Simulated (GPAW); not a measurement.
The system is InSb3.

```
CELL_PARAMETERS angstrom
0.00000 3.79455 3.79455
3.79455 0.00000 3.79455
3.79455 3.79455 0.00000
ATOMIC_POSITIONS crystal
Sb 0.50000 0.50000 0.50000
Sb 0.75000 0.75000 0.75000
Sb 0.25000 0.25000 0.25000
In 0.00000 0.00000 0.00000
```

The cell comes from a database or a generator and needn't be the stable form of this composition.

Base run:

```yaml
Program: GPAW 26.7.0
Functional: PBE
Potentials_or_basis: GPAW PAW data sets (gpaw-data 1.2.1)
Cutoff: 600 eV
Basis: pw
k_mesh: 6 × 6 × 6
Occupations: fermi-dirac, width 0.05 eV
Spin: no spin polarisation
```

Its results: pressure -0.5 GPa.

The run is repeated on the same cell with these changes: functional from PBE to r2SCAN. What comes out?

Pressure -1.2 GPa.

Caveats: the PAW data sets were made with another functional, which shifts forces and pressure a little (some runs).
